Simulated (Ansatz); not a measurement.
MgI2:

```
I Mg
1.0
     4.14000    0.00000    0.00000
    -2.07000    3.58535    0.00000
     0.00000    0.00000    6.88000
I Mg
2 1
Direct
  0.66667 0.33333 0.75000
  0.33333 0.66667 0.25000
  0.00000 0.00000 0.00000
```

Base run:

| Quantity | Value |
| --- | --- |
| Program | Ansatz 0.2.0 |
| Functional | LDA |
| Potentials or basis | Ansatz PAW |
| Cutoff | 420 eV |
| Density cutoff | 1680 eV |
| k mesh | 12 × 12 × 4 |
| Occupations | fixed |
| Spin | no spin polarisation |

Its results: band gap on the k mesh 3.33 eV, indirect (least direct gap 3.37 eV); pressure -2.0 GPa; largest force 0.375 eV/Å.

**Question.** The run is repeated on the same cell with these changes: functional from LDA to PBEsol; level from lda to pbesol. What comes out?

**Answer.** Band gap on the k mesh 3.44 eV, indirect (least direct gap 3.52 eV); pressure -0.8 GPa; largest force 0.295 eV/Å.

Caveats: the k mesh misses the band edges, so the gap on the mesh is wider than the one along the path; spin-orbit coupling is left out, which moves the levels of the heavy elements; the cell's inner coordinates are idealised or old, which leaves forces on the atoms; the PAW data sets come from PBE, with cores solved anew for the run's functional, which leaves a small shift of forces and pressure; this functional lacks dispersion, which binds the layers, so the pressure and a relaxed spacing across them are unreliable (some runs).

Not every run made on this cell is shown here.
